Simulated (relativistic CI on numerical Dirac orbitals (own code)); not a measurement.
**Lu²⁺: O2,3 absorption multiplets**

Wanted: the shape of the O2,3 absorption spectrum of Lu²⁺ in 5 surroundings, from the same atomic integrals.

Method: Dirac-Coulomb-Breit CI, KLI orbitals optimised for each configuration, model QED (radiative potential, 1s self-energy scaled to tabulated hydrogen-like ionisation energies), valence Slater integrals scaled by 0.8, multiplet model of core-to-valence dipole absorption. Code: relativistic CI on numerical Dirac orbitals (own code) version 1.

## Step 1: The system

| Property | Result |
| --- | --- |
| ion | Lu²⁺ (Lu III) |
| nuclear charge | 71 |
| electrons | 69 |
| configurations | [Xe] 4f14 5d → [Kr] 4d10 4f14 5s2 5p5 5d2 |
| magnetising field for the dichroism, Lz and Sz | exchange field 10 meV on Sz; these come from the lowest magnetised state alone (0 K) |
| temperature of the isotropic spectrum | 10 K |
| widths | Lorentz 1.5 eV, Gauss 0.3 eV |
| surrounding 1 | free ion |
| surrounding 2 | Td, 10Dq = -2450 cm⁻¹ |
| surrounding 3 | Td, 10Dq = -5550 cm⁻¹ |
| surrounding 4 | Td, 10Dq = -8600 cm⁻¹ |
| surrounding 5 | Td, 10Dq = -11700 cm⁻¹ |

## Step 2: Surrounding 1: free ion

Input settings:

```ini
atom Lu  Z=71  charge=2  electrons=69
nucleus A=175  rms_radius_fm=5.3700
hamiltonian dirac-coulomb  breit=on  qed=on  c_scale=1
orbitals kli  potential=per-configuration
slater_scale 0.8
correlation none
mixing on
configurations
  [Xe] 4f14 5d
  [Kr] 4d10 4f14 5s2 5p5 5d2
end
absorption O2,3 T=10 lorentz=1.5 gauss=0.3
crystal_field free
```

## Step 3: Surrounding 2: Td, 10Dq = -2450

Changes to the settings of step 2:

```diff
@@ -12,2 +12,2 @@
 absorption O2,3 T=10 lorentz=1.5 gauss=0.3
-crystal_field free
+crystal_field Td 10Dq=-2450
```

## Step 4: Surrounding 3: Td, 10Dq = -5550

Changes to the settings of step 3:

```diff
@@ -12,2 +12,2 @@
 absorption O2,3 T=10 lorentz=1.5 gauss=0.3
-crystal_field Td 10Dq=-2450
+crystal_field Td 10Dq=-5550
```

## Step 5: Surrounding 4: Td, 10Dq = -8600

Changes to the settings of step 4:

```diff
@@ -12,2 +12,2 @@
 absorption O2,3 T=10 lorentz=1.5 gauss=0.3
-crystal_field Td 10Dq=-5550
+crystal_field Td 10Dq=-8600
```

## Step 6: Surrounding 5: Td, 10Dq = -11700

Changes to the settings of step 5:

```diff
@@ -12,2 +12,2 @@
 absorption O2,3 T=10 lorentz=1.5 gauss=0.3
-crystal_field Td 10Dq=-8600
+crystal_field Td 10Dq=-11700
```

(Steps that only read results are left out.)

**Question.** What will these runs give? Wanted: highest peak, first run; ground spin; core spin-orbit splitting.

As calculated:

| surrounding | ground S | Lz (0 K) | Sz (0 K) | centroid (eV) | share of the lower edge | up to four highest peaks (% of the highest), eV |
| --- | --- | --- | --- | --- | --- | --- |
| 1: free | 0.50 | 1.81 | -0.31 | 36.73 | - | 31.8 (50), 33.2 (54), 36.5 (63), 40.2 (100) |
| 2: Td | 0.50 | 1.21 | -0.45 | 36.89 | - | 32.0 (52), 33.2 (49), 36.5 (53), 40.2 (100) |
| 3: Td | 0.50 | 0.62 | -0.49 | 37.04 | - | 32.0 (53), 36.8 (44), 40.0 (100) |
| 4: Td | 0.50 | 0.40 | -0.50 | 37.11 | - | 32.2 (53), 37.2 (41), 39.8 (100) |
| 5: Td | 0.50 | 0.30 | -0.50 | 37.15 | - | 32.5 (51), 35.0 (26), 39.8 (100) |

| quantity | value |
| --- | --- |
| highest peak, first run | 40.2 eV |
| ground spin (effective S from ⟨S²⟩) | 0.50 |
| core spin-orbit splitting (without Breit) | 7.05 eV |

What this shows: The position of the maximum differs by up to 0.5 eV between the surroundings, by shifts of peaks or by peaks exchanging rank. Edge positions are free-ion values and differ from those in solids by a few eV or more.
